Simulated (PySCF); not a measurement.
**CH3BF3Ge+ (SMILES [CH3][Ge+]([F])[B](F)F): levels of theory compared**

Aim: a comparison of 6 runs (CAM-B3LYP/def2-SVP, M06-2X/def2-SVP, M06-L/def2-SVP, PBE0/def2-SVP, SVWN5/def2-SVP, wB97X/def2-SVP) of CH3BF3Ge+. 

The results are computed with PySCF 2.14.0.

1 further run of the same task is left out (set aside as unsound or not needed).

## 1. The structure to begin with

CH3BF3Ge+: 9 atoms, total charge +1, spin state singlet. As SMILES, `[CH3][Ge+]([F])[B](F)F`. The shape comes from GFN2-xTB, which is rough for such elements, and wasn't checked as a minimum.

Bond lengths: C1–Ge2 2.003 Å, Ge2–F3 1.729 Å, Ge2–B4 2.228 Å, B4–F5 1.274 Å, B4–F6 1.276 Å, C1–H7 1.092 Å, C1–H8 1.097 Å, C1–H9 1.097 Å. Some angles: C1–Ge2–F3 103.8°, C1–Ge2–B4 154.9°, F3–Ge2–B4 101.3°, Ge2–B4–F5 115.3°, Ge2–B4–F6 119.5°, F5–B4–F6 125.2°, Ge2–C1–H7 111.8°, Ge2–C1–H8 107.1°, Ge2–C1–H9 107.2°, H7–C1–H8 110.9°.

## 2. The energy at CAM-B3LYP/def2-SVP (run 1)

run.py reads:

```python
# [CH3][Ge+]([F])[B](F)F
from pyscf import gto, dft

mol = gto.Mole()
mol.atom = '''
C     -1.827570    -0.232630    -0.019740
Ge     0.127990     0.202360    -0.000590
F      0.165210     1.931220    -0.020140
B      2.303130    -0.280720     0.029180
F      3.084040     0.724700     0.087070
F      2.676590    -1.500590    -0.012720
H     -2.003290    -1.308940    -0.075000
H     -2.263930     0.280640    -0.885140
H     -2.262170     0.183950     0.897070
'''
mol.charge = 1
mol.basis = 'def2-svp'
mol.verbose = 3
mol.max_memory = 1860
mol.spin = 0
mol.build()

calc0 = dft.RKS(mol, xc='cam-b3lyp')
calc0.grids.level = 5
calc0.conv_tol = 1e-10
calc0.kernel()
if not calc0.converged:
    calc0 = calc0.newton().run(calc0.mo_coeff, calc0.mo_occ)

e_final = calc0.e_tot
print('Final energy', e_final)
```

On the command line:

```
$ OMP_NUM_THREADS=1 python run.py
```

Log:

```text
converged SCF energy = -2440.5994647361
Final energy -2440.5994647361035
```

It took 40 s on 1 thread of Intel Xeon 6975P-C (Granite Rapids), shared host; peak memory 0.66 GiB.

## 3. The energy at M06-2X/def2-SVP (run 2)

calc.py reads:

```python
# [CH3][Ge+]([F])[B](F)F
from pyscf import gto, dft

molecule = gto.M(
    atom=[
    ('C', (-1.827570, -0.232630, -0.019740)),
    ('Ge', (0.127990, 0.202360, -0.000590)),
    ('F', (0.165210, 1.931220, -0.020140)),
    ('B', (2.303130, -0.280720, 0.029180)),
    ('F', (3.084040, 0.724700, 0.087070)),
    ('F', (2.676590, -1.500590, -0.012720)),
    ('H', (-2.003290, -1.308940, -0.075000)),
    ('H', (-2.263930, 0.280640, -0.885140)),
    ('H', (-2.262170, 0.183950, 0.897070)),
],
    basis='def2-svp',
    charge=1,
    max_memory=1860,
    spin=0,
    verbose=3,
)

ks = dft.RKS(molecule)
ks.xc = 'm06-2x'
ks.conv_tol = 1e-10
ks.grids.level = 5
ks.kernel()
if not ks.converged:
    ks = ks.newton().run(ks.mo_coeff, ks.mo_occ)

e_final = ks.e_tot
print('E = %.10f Eh' % e_final)
```

On the command line:

```
$ OMP_NUM_THREADS=1 python calc.py
```

Log:

```text
converged SCF energy = -2440.46598626562
E = -2440.4659862656 Eh
```

It took 45 s on 1 thread of Intel Xeon 6975P-C (Granite Rapids), shared host; peak memory 0.67 GiB.

Runs 3 to 4 aren't shown in full; the table further down has their settings and results.

## 4. A single-point energy at SVWN5/def2-SVP (run 5)

input.xyz reads:

```xyz
9
CH3BF3Ge
C     -1.827570    -0.232630    -0.019740
Ge     0.127990     0.202360    -0.000590
F      0.165210     1.931220    -0.020140
B      2.303130    -0.280720     0.029180
F      3.084040     0.724700     0.087070
F      2.676590    -1.500590    -0.012720
H     -2.003290    -1.308940    -0.075000
H     -2.263930     0.280640    -0.885140
H     -2.262170     0.183950     0.897070
```

calc.py reads:

```python
# [CH3][Ge+]([F])[B](F)F
from pyscf import gto, dft

mol = gto.Mole()
mol.atom = 'input.xyz'
mol.spin = 0
mol.charge = 1
mol.max_memory = 1860
mol.verbose = 3
mol.basis = 'def2-svp'
mol.build()

myscf = dft.RKS(mol)
myscf.xc = 'svwn'
myscf.grids.level = 5
myscf.conv_tol = 1e-10
myscf.kernel()
if not myscf.converged:
    myscf = myscf.newton().run(myscf.mo_coeff, myscf.mo_occ)

e_final = myscf.e_tot
print(f'total energy: {e_final:.8f} hartree')
```

On the command line:

```
$ OMP_NUM_THREADS=1 python calc.py
```

Log:

```text
converged SCF energy = -2434.90592782281
total energy: -2434.90592782 hartree
```

It took 14 s on 1 thread of Intel Xeon 6975P-C (Granite Rapids), shared host; peak memory 0.46 GiB.

## 5. A single-point energy at wB97X/def2-SVP (run 6)

mol.xyz reads:

```xyz
9
CH3BF3Ge
C     -1.827570    -0.232630    -0.019740
Ge     0.127990     0.202360    -0.000590
F      0.165210     1.931220    -0.020140
B      2.303130    -0.280720     0.029180
F      3.084040     0.724700     0.087070
F      2.676590    -1.500590    -0.012720
H     -2.003290    -1.308940    -0.075000
H     -2.263930     0.280640    -0.885140
H     -2.262170     0.183950     0.897070
```

input.py reads:

```python
from pyscf import gto, dft

system = gto.Mole()
system.atom = 'mol.xyz'
system.charge = 1
system.verbose = 3
system.max_memory = 1860
system.basis = 'def2-svp'
system.build()

mf = dft.RKS(system, xc='wb97x')
mf.conv_tol = 1e-10
mf.grids.level = 5
mf.kernel()
if not mf.converged:
    mf = mf.newton().run(mf.mo_coeff, mf.mo_occ)

etot = mf.e_tot
print(f'total energy: {etot:.8f} hartree')
```

On the command line:

```
$ OMP_NUM_THREADS=1 python input.py
```

Log:

```text
converged SCF energy = -2440.54953835541
total energy: -2440.54953836 hartree
```

It took 41 s on 1 thread of Intel Xeon 6975P-C (Granite Rapids), shared host; peak memory 0.67 GiB.

## 6. Overview of the runs

| run | level | energy (Eh) | HOMO energy (eV) | LUMO energy (eV) | HOMO–LUMO gap (eV) | wall time |
| --- | --- | --- | --- | --- | --- | --- |
| 1 | CAM-B3LYP/def2-SVP | -2440.599465 | -16.04 | -7.99 | 8.05 | 40 s |
| 2 | M06-2X/def2-SVP | -2440.465986 | -15.96 | -8.19 | 7.77 | 45 s |
| 3 | M06-L/def2-SVP | -2440.489969 | -13.68 | -9.54 | 4.14 | 47 s |
| 4 | PBE0/def2-SVP | -2439.961403 | -14.79 | -9.06 | 5.73 | 26 s |
| 5 | SVWN5/def2-SVP | -2434.905928 | -13.53 | -10.05 | 3.48 | 14 s |
| 6 | wB97X/def2-SVP | -2440.549538 | -17.02 | -6.92 | 10.10 | 41 s |

## 7. What came out

```
            quantity           value
 run 6: total energy  -2440.54954 Eh
  run 6: HOMO energy       -17.02 eV
  run 6: LUMO energy        -6.92 eV
run 6: HOMO–LUMO gap        10.10 eV
```

What this shows: The HOMO–LUMO gap runs from 3.48 eV (SVWN5/def2-SVP) to 10.10 eV (wB97X/def2-SVP). Totals of different functionals can't be ranked against each other. All runs together took 3.6 min, the longest 47 s.
